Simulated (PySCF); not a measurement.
# C₃H₇BClP: NMR shifts at several levels of theory, part 2 of 2

PySCF 2.14.0. Atoms count from 0. The steps go on from the part before.

## 8. Nuclear shieldings: PBE0/aug-cc-pVDZ

The job: settings as JSON, then the geometry in Å.

```
{"job": {"kind": "nmr", "xc": "PBE0", "basis": "aug-cc-pVDZ", "pop": true}, "charge": 0, "multiplicity": 1}
C     -1.922632    -0.903169     0.659558
C     -0.926282    -0.068900     0.957065
Cl    -0.121802    -0.202436     2.503027
C     -0.362096     0.999365     0.082710
B      1.107064     0.820011    -0.455586
P      2.320534    -0.504735     0.091823
H     -2.426723    -0.816680    -0.305714
H     -2.253622    -1.675037     1.355646
H     -1.011281     1.141744    -0.800250
H     -0.385303     1.973734     0.609467
H      1.538735     1.677651    -1.193132
H      1.500498    -1.657779     0.219503
H      2.952292    -0.799944    -1.146663
```

Level: GIAO PBE0/aug-cc-pVDZ NMR shielding, non-relativistic, gas phase.

The program printed:

```text
coarse grid: 11936 points
cycle   1  E = -944.4089726050  dE =  5.164e-01  |g| = 3.413e-01  |ddm| = 9.857e+00
cycle   2  E = -944.4029132969  dE =  6.059e-03  |g| = 3.941e-01  |ddm| = 1.990e+00
cycle   3  E = -944.4403558967  dE = -3.744e-02  |g| = 8.458e-02  |ddm| = 9.099e-01
cycle   4  E = -944.4421544142  dE = -1.799e-03  |g| = 2.745e-02  |ddm| = 2.146e-01
cycle   5  E = -944.4423445037  dE = -1.901e-04  |g| = 8.355e-03  |ddm| = 7.116e-02
cycle   6  E = -944.4423660314  dE = -2.153e-05  |g| = 1.526e-03  |ddm| = 2.156e-02
cycle   7  E = -944.4423667604  dE = -7.290e-07  |g| = 4.700e-04  |ddm| = 4.971e-03
final grid: 106112 points
cycle   8  E = -944.4632421162  dE = -2.401e-05  |g| = 6.399e-03  |ddm| = 2.037e-01
cycle   9  E = -944.4632342006  dE =  7.916e-06  |g| = 8.253e-03  |ddm| = 4.225e-02
cycle  10  E = -944.4632537009  dE = -1.950e-05  |g| = 1.447e-03  |ddm| = 1.969e-02
cycle  11  E = -944.4632542336  dE = -5.327e-07  |g| = 2.786e-04  |ddm| = 3.223e-03
cycle  12  E = -944.4632542536  dE = -1.995e-08  |g| = 8.825e-05  |ddm| = 8.075e-04
cycle  13  E = -944.4632542559  dE = -2.337e-09  |g| = 1.972e-05  |ddm| = 2.590e-04
cycle  14  E = -944.4632542560  dE = -1.055e-10  |g| = 4.794e-06  |ddm| = 6.460e-05
converged SCF energy = -944.4632542560

GIAO shielding tensors (ppm)
atom      isotropic    diamagn.    paramagn.     s11        s22        s33       span
  0 C       85.671     243.498    -157.827    -11.213    113.004    155.220    166.433
  1 C       45.073     197.603    -152.530    -56.973     73.182    119.009    175.982
  2 Cl     706.842    1147.531    -440.689    519.426    623.954    977.146    457.720
  3 C      150.813     222.785     -71.972    131.039    157.977    163.424     32.385
  4 B       22.973     215.008    -192.035    -74.295      8.292    134.921    209.217
  5 P      544.079     966.186    -422.107    451.635    549.216    631.387    179.752
  6 H       26.077      39.594     -13.517     22.974     24.926     30.330      7.357
  7 H       25.922      36.417     -10.494     22.580     24.314     30.873      8.293
  8 H       28.233      32.287      -4.054     23.774     27.789     33.136      9.362
  9 H       28.371      27.850       0.521     24.301     27.616     33.195      8.894
 10 H       22.699      24.679      -1.980     16.222     25.664     26.211      9.989
 11 H       27.734      27.055       0.680     22.526     28.667     32.009      9.483
 12 H       28.142      25.905       2.236     23.580     25.766     35.079     11.498
```

It took 45 s on 1 thread of Arm Neoverse N1, shared host; peak memory 0.91 GiB.

This run: δ C1 150.0, C0 109.4, C3 44.3, Cl2 261, H10 8.70, H7 5.47 ppm.

## 9. NMR shieldings: PBE0/IGLO-III

Settings changed since step 8:

```diff
@@ -1,2 +1,2 @@
-{"job": {"kind": "nmr", "xc": "PBE0", "basis": "aug-cc-pVDZ", "pop": true}, "charge": 0, "multiplicity": 1}
+{"job": {"kind": "nmr", "xc": "PBE0", "basis": "IGLO-III", "pop": true}, "charge": 0, "multiplicity": 1}
 C     -1.922632    -0.903169     0.659558
```

With the program's defaults for keys left out, this is: GIAO PBE0/IGLO-III NMR shielding, non-relativistic, gas phase.

The program printed:

```text
coarse grid: 11936 points
cycle   1  E = -944.4656024492  dE =  4.018e-01  |g| = 4.107e-01  |ddm| = 2.714e+00
cycle   2  E = -944.4598078155  dE =  5.795e-03  |g| = 4.144e-01  |ddm| = 7.662e-01
cycle   3  E = -944.4977585120  dE = -3.795e-02  |g| = 1.144e-01  |ddm| = 3.084e-01
cycle   4  E = -944.5003898720  dE = -2.631e-03  |g| = 5.187e-02  |ddm| = 1.506e-01
cycle   5  E = -944.5010668137  dE = -6.769e-04  |g| = 8.955e-03  |ddm| = 5.208e-02
cycle   6  E = -944.5010871006  dE = -2.029e-05  |g| = 3.439e-03  |ddm| = 1.450e-02
cycle   7  E = -944.5010898361  dE = -2.735e-06  |g| = 6.468e-04  |ddm| = 4.826e-03
final grid: 106112 points
cycle   8  E = -944.5122543852  dE = -8.599e-05  |g| = 7.176e-03  |ddm| = 5.676e-02
cycle   9  E = -944.5122488593  dE =  5.526e-06  |g| = 7.934e-03  |ddm| = 1.379e-02
cycle  10  E = -944.5122643265  dE = -1.547e-05  |g| = 1.866e-03  |ddm| = 7.665e-03
cycle  11  E = -944.5122651149  dE = -7.883e-07  |g| = 4.585e-04  |ddm| = 1.656e-03
cycle  12  E = -944.5122651588  dE = -4.398e-08  |g| = 1.708e-04  |ddm| = 3.801e-04
cycle  13  E = -944.5122651661  dE = -7.274e-09  |g| = 3.117e-05  |ddm| = 2.501e-04
cycle  14  E = -944.5122651663  dE = -2.244e-10  |g| = 6.571e-06  |ddm| = 4.683e-05
converged SCF energy = -944.5122651663

GIAO shielding tensors (ppm)
atom      isotropic    diamagn.    paramagn.     s11        s22        s33       span
  0 C       65.795     257.367    -191.572    -39.978     97.341    140.023    180.001
  1 C       23.376     249.270    -225.894    -92.178     55.562    106.746    198.924
  2 Cl     660.697    1146.515    -485.818    452.565    569.763    959.763    507.198
  3 C      135.699     253.023    -117.324    115.044    143.321    148.733     33.690
  4 B        4.531     192.329    -187.798   -102.164    -10.792    126.547    228.711
  5 P      485.463     971.220    -485.757    392.056    484.848    579.485    187.429
  6 H       26.231      32.556      -6.325     23.245     24.990     30.459      7.214
  7 H       26.055      30.708      -4.653     22.823     24.363     30.978      8.155
  8 H       28.346      31.452      -3.106     23.824     27.951     33.265      9.441
  9 H       28.402      29.448      -1.046     24.250     27.665     33.292      9.042
 10 H       22.854      29.627      -6.773     16.310     25.776     26.477     10.166
 11 H       27.670      31.152      -3.481     22.564     28.560     31.886      9.322
 12 H       28.026      30.006      -1.980     23.542     25.616     34.920     11.379
```

It took 68 s on 1 thread of Arm Neoverse N1, shared host; peak memory 1.1 GiB.

In short: δ C1 160.4, C0 118.0, C3 48.1, Cl2 284, H10 8.52, H7 5.32 ppm.

## 10. NMR shieldings: PBE0/pcSseg-0

Settings changed since step 9:

```diff
@@ -1,2 +1,2 @@
-{"job": {"kind": "nmr", "xc": "PBE0", "basis": "IGLO-III", "pop": true}, "charge": 0, "multiplicity": 1}
+{"job": {"kind": "nmr", "xc": "PBE0", "basis": "pcSseg-0", "pop": true}, "charge": 0, "multiplicity": 1}
 C     -1.922632    -0.903169     0.659558
```

With the program's defaults for keys left out, this is: GIAO PBE0/pcSseg-0 NMR shielding, non-relativistic, gas phase.

The program printed:

```text
coarse grid: 11936 points
cycle   1  E = -943.0888981110  dE =  4.003e-01  |g| = 3.147e-01  |ddm| = 3.619e+00
cycle   2  E = -943.0734596825  dE =  1.544e-02  |g| = 4.273e-01  |ddm| = 9.456e-01
cycle   3  E = -943.1175224760  dE = -4.406e-02  |g| = 7.312e-02  |ddm| = 4.803e-01
cycle   4  E = -943.1189239005  dE = -1.401e-03  |g| = 2.513e-02  |ddm| = 1.304e-01
cycle   5  E = -943.1190871199  dE = -1.632e-04  |g| = 5.127e-03  |ddm| = 3.592e-02
cycle   6  E = -943.1190940402  dE = -6.920e-06  |g| = 1.203e-03  |ddm| = 8.055e-03
final grid: 106112 points
cycle   7  E = -943.1870705194  dE = -1.397e-05  |g| = 4.955e-03  |ddm| = 2.428e-02
cycle   8  E = -943.1870656616  dE =  4.858e-06  |g| = 6.276e-03  |ddm| = 1.614e-02
cycle   9  E = -943.1870777648  dE = -1.210e-05  |g| = 8.645e-04  |ddm| = 1.011e-02
cycle  10  E = -943.1870779544  dE = -1.896e-07  |g| = 1.778e-04  |ddm| = 1.059e-03
cycle  11  E = -943.1870779632  dE = -8.770e-09  |g| = 5.182e-05  |ddm| = 3.281e-04
cycle  12  E = -943.1870779640  dE = -7.642e-10  |g| = 7.412e-06  |ddm| = 8.183e-05
converged SCF energy = -943.1870779640

GIAO shielding tensors (ppm)
atom      isotropic    diamagn.    paramagn.     s11        s22        s33       span
  0 C       68.371     255.391    -187.020    -40.344     96.861    148.595    188.939
  1 C       33.737     267.060    -233.323    -81.719     63.685    119.246    200.965
  2 Cl     704.520    1145.572    -441.053    523.368    639.785    950.405    427.037
  3 C      144.992     250.202    -105.210    123.675    152.583    158.718     35.043
  4 B       10.260     190.404    -180.144    -93.335     -7.470    131.585    224.920
  5 P      530.992     964.878    -433.886    410.473    547.387    635.118    224.645
  6 H       27.278      30.697      -3.418     24.237     26.006     31.592      7.355
  7 H       27.287      29.424      -2.138     23.744     25.733     32.383      8.639
  8 H       30.010      31.541      -1.532     25.031     29.312     35.685     10.654
  9 H       29.987      30.071      -0.085     25.346     28.921     35.693     10.347
 10 H       23.884      28.735      -4.851     18.642     26.198     26.812      8.170
 11 H       29.393      29.717      -0.324     23.848     30.101     34.229     10.381
 12 H       29.789      29.890      -0.102     25.001     26.712     37.654     12.653
```

Wall time 10 s (1 thread of Arm Neoverse N1, shared host); peak memory 0.52 GiB.

In short: δ C1 159.8, C0 125.1, C3 48.5, Cl2 248, H10 8.95, H6 5.55 ppm.

## 11. Nuclear shieldings: PBE0/pcSseg-2

Settings changed since step 10:

```diff
@@ -1,2 +1,2 @@
-{"job": {"kind": "nmr", "xc": "PBE0", "basis": "pcSseg-0", "pop": true}, "charge": 0, "multiplicity": 1}
+{"job": {"kind": "nmr", "xc": "PBE0", "basis": "pcSseg-2", "pop": true}, "charge": 0, "multiplicity": 1}
 C     -1.922632    -0.903169     0.659558
```

Method: GIAO PBE0/pcSseg-2 NMR shielding, non-relativistic, gas phase.

The program printed:

```text
coarse grid: 11936 points
cycle   1  E = -944.4807360728  dE =  4.626e-01  |g| = 3.762e-01  |ddm| = 2.550e+00
cycle   2  E = -944.4755235728  dE =  5.213e-03  |g| = 4.119e-01  |ddm| = 6.237e-01
cycle   3  E = -944.5144771641  dE = -3.895e-02  |g| = 9.410e-02  |ddm| = 3.350e-01
cycle   4  E = -944.5164091712  dE = -1.932e-03  |g| = 4.079e-02  |ddm| = 1.026e-01
cycle   5  E = -944.5168150068  dE = -4.058e-04  |g| = 8.617e-03  |ddm| = 4.509e-02
cycle   6  E = -944.5168342324  dE = -1.923e-05  |g| = 2.930e-03  |ddm| = 1.500e-02
cycle   7  E = -944.5168362108  dE = -1.978e-06  |g| = 6.128e-04  |ddm| = 4.183e-03
final grid: 106112 points
cycle   8  E = -944.5287951366  dE = -8.141e-05  |g| = 7.046e-03  |ddm| = 4.078e-02
cycle   9  E = -944.5287896531  dE =  5.484e-06  |g| = 7.822e-03  |ddm| = 1.272e-02
cycle  10  E = -944.5288051962  dE = -1.554e-05  |g| = 1.877e-03  |ddm| = 9.430e-03
cycle  11  E = -944.5288059642  dE = -7.680e-07  |g| = 4.939e-04  |ddm| = 2.234e-03
cycle  12  E = -944.5288060188  dE = -5.459e-08  |g| = 1.418e-04  |ddm| = 4.233e-04
cycle  13  E = -944.5288060239  dE = -5.062e-09  |g| = 2.830e-05  |ddm| = 1.893e-04
cycle  14  E = -944.5288060241  dE = -2.149e-10  |g| = 6.857e-06  |ddm| = 3.579e-05
converged SCF energy = -944.5288060241

GIAO shielding tensors (ppm)
atom      isotropic    diamagn.    paramagn.     s11        s22        s33       span
  0 C       64.343     254.055    -189.713    -42.641     95.477    140.192    182.833
  1 C       22.734     252.426    -229.692    -93.424     54.936    106.691    200.115
  2 Cl     660.776    1147.852    -487.076    454.816    568.123    959.390    504.574
  3 C      135.687     242.080    -106.393    114.845    143.692    148.524     33.679
  4 B        3.905     194.705    -190.800   -103.193    -12.144    127.052    230.245
  5 P      477.175     967.700    -490.525    381.451    478.041    572.033    190.583
  6 H       26.001      32.097      -6.096     22.895     24.770     30.339      7.445
  7 H       25.841      30.111      -4.271     22.486     24.176     30.859      8.373
  8 H       28.212      30.688      -2.476     23.653     27.752     33.232      9.579
  9 H       28.342      28.162       0.180     24.194     27.571     33.260      9.067
 10 H       22.802      29.477      -6.675     16.145     25.683     26.578     10.433
 11 H       27.637      30.928      -3.291     22.570     28.462     31.879      9.310
 12 H       27.934      29.433      -1.499     23.559     25.429     34.814     11.255
```

Run time: 91 s. Hardware: 1 thread of Arm Neoverse N1, shared host; peak memory 1.4 GiB.

In short: δ C1 161.4, C0 119.8, C3 48.4, Cl2 280, H10 8.44, H7 5.40 ppm.

## 12. Comparing the runs: NMR shifts

Shifts (ppm) of some atoms, chosen among heavy atoms and hydrogens apart, with basis size and wall time:

```
               run     C1     C0   H10    H6  Cl2    B4      P5  functions  time
       PBE0/6-31G*  140.6  109.1  8.51  5.12  210  84.8  -142.5        106  17 s
PBE0/6-311+G(2d,p)  154.9  114.7  8.59  5.19  280  89.4  -181.9        220  43 s
     PBE0/def2-SVP  147.8  109.7  8.44  5.04  243  87.8  -156.3        127  18 s
    PBE0/def2-TZVP  157.1  115.6  8.60  5.21  285  91.3  -184.0        240  51 s
      PBE0/cc-pVDZ  149.8  111.2  8.51  5.14  241  88.4  -149.6        127  20 s
      PBE0/cc-pVTZ  155.3  115.0  8.46  5.20  264  90.0  -175.6        286  70 s
  PBE0/aug-cc-pVDZ  150.0  109.4  8.70  5.32  261  87.2  -172.0        209  45 s
     PBE0/IGLO-III  160.4  118.0  8.52  5.14  284  95.4  -178.7        298  68 s
     PBE0/pcSseg-0  159.8  125.1  8.95  5.55  248  94.6  -249.6         76  10 s
     PBE0/pcSseg-2  161.4  119.8  8.44  5.24  280  95.2  -180.6        328  91 s
```

## 13. Summary of results

This closing draws on all 2 parts.

| quantity | value |
| --- | --- |
| ¹³C shifts against TMS (PBE0/6-31G*) | 140.6, 109.1, 42.7 ppm |
| ¹H shifts against TMS (PBE0/6-31G*, means over atoms taken as alike) | 8.51, 5.12, 5.12, 3.39, 2.72 ppm |
| ³⁵Cl shifts against HCl (PBE0/6-31G*) | 210 ppm |
| ¹¹B shifts against BF3·OEt2 (PBE0/6-31G*) | 84.8 ppm |
| ³¹P shifts against H3PO4 (PBE0/6-31G*) | -142.5 ppm |
| range of the shift of P5 | -249.6 to -142.5 ppm |

**Reading.** Single values in the summary come from the first sound run of each kind (PBE0/6-31G*), which need not be the best level. At PBE0/6-31G*: The largest span, 448 ppm, is at Cl2, where the paramagnetic term is -428 ppm. Across the 10 runs the shift of P5 moves most, between -249.6 (PBE0/pcSseg-0) and -142.5 ppm (PBE0/6-31G*). Most of that comes from the computed reference, not from the atom's own shielding.
